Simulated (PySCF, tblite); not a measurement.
# C₈H₁₄F₂: geometry, infrared bands and NMR shifts

Wanted: the infrared bands and NMR shifts of C₈H₁₄F₂ (`F[C@H]1CCC[C@H](F)CCC1`), by calculation.

Programs: tblite 0.8.0 and PySCF 2.14.0, with density-fitted response routines of our own. Each step states its level of theory. These are calculated values for one molecule in the gas phase, unless marked as measured. Atoms are numbered from 0 throughout.

## (1) The starting structure

24 atoms, charge 0, multiplicity 1; geometry from: force field or distance geometry start.

Bonds of the start (Å): F0–C1 1.36, C1–C2 1.52, C2–C3 1.52, C3–C4 1.54, C4–C5 1.53, C5–F6 1.37, C5–C7 1.53, C7–C8 1.53, C8–C9 1.54, C9–C1 1.51, C1–H10 1.10, C2–H11 1.11, C2–H12 1.10, C3–H13 1.09, C3–H14 1.09, C4–H15 1.10, C4–H16 1.10, C5–H17 1.09, C7–H18 1.10, C7–H19 1.10, C8–H20 1.09, C8–H21 1.10, C9–H22 1.09, C9–H23 1.09.

## (2) Relaxing the molecule with GFN2-xTB

Job settings and geometry (Å):

```
{"job": {"kind": "relax", "xc": "GFN2-xTB", "basis": "xTB"}, "charge": 0, "multiplicity": 1}
F     -2.869800     0.486600     0.984700
C     -1.583000     0.262900     0.606600
C     -1.590800    -0.954200    -0.306200
C     -0.264900    -1.460500    -0.847300
C      0.854900    -1.554200     0.203000
C      1.875200    -0.420900     0.131400
F      2.876000    -0.743400     1.013400
C      1.403900     0.981900     0.524100
C      0.398600     1.600600    -0.443900
C     -1.067200     1.556700     0.016400
H     -1.050500     0.024100     1.541700
H     -2.267200    -0.747300    -1.157400
H     -2.097200    -1.766000     0.245800
H      0.056100    -0.896500    -1.718900
H     -0.452800    -2.472800    -1.218200
H      0.461600    -1.659800     1.225600
H      1.412600    -2.479600     0.017300
H      2.343000    -0.398000    -0.858300
H      1.030300     0.988400     1.558400
H      2.294700     1.620000     0.545900
H      0.493700     1.189400    -1.445500
H      0.651400     2.667800    -0.559200
H     -1.702300     1.855800    -0.814200
H     -1.218000     2.338600     0.762200
```

On the command line:

```
OMP_NUM_THREADS=1 python probes_run.py task.json out
```

One launch serves the whole session: the jobs run in the order shown.

**Question.** This job is followed by: GFN2-xTB harmonic vibrations, gas phase; GIAO PBE0/pcSseg-1 NMR shielding, non-relativistic, gas phase. What will the session give for the following? strongest single infrared mode (GFN2-xTB); zero-point energy (GFN2-xTB); 13C shifts against TMS (PBE0/pcSseg-1, means over atoms taken as alike); 1H shifts against TMS (PBE0/pcSseg-1, means over atoms taken as alike); 19F shifts against CFCl3 (PBE0/pcSseg-1, means over atoms taken as alike).

The runs gave:

| quantity | value |
| --- | --- |
| strongest single infrared mode (GFN2-xTB) | 3016 cm⁻¹, 139 km/mol |
| zero-point energy (GFN2-xTB) | 131.0 kcal/mol |
| 13C shifts against TMS (PBE0/pcSseg-1, means over atoms taken as alike) | 95.7, 36.5, 20.3 ppm |
| 1H shifts against TMS (PBE0/pcSseg-1, means over atoms taken as alike) | 4.69, 2.23, 1.67, 1.57 ppm |
| 19F shifts against CFCl3 (PBE0/pcSseg-1, means over atoms taken as alike) | -199.8 ppm |

**Reading.** The optimisation took 35 steps and gained 0.094 eV; among the close pairs (by a distance rule), F0–C1 changed most, from 1.360 to 1.392 Å. All 66 modes are real, so the xTB geometry is a minimum. The strongest single mode, at 3016 cm⁻¹, is spread over several atoms, H13, H20, H15, H18 among them. Unscaled tight-binding wavenumbers are off by several per cent, some by more. Its intensities can rank the bands wrongly. The most deshielded hydrogen is H10, H17 (mean) (hydrogen on an sp3 CH bonded to F), at 4.69 ppm: its carbon carries F, an electronegative neighbour. At PBE0/pcSseg-1: The largest span, 92 ppm, is at C1, C5, where the paramagnetic term is -154 ppm.
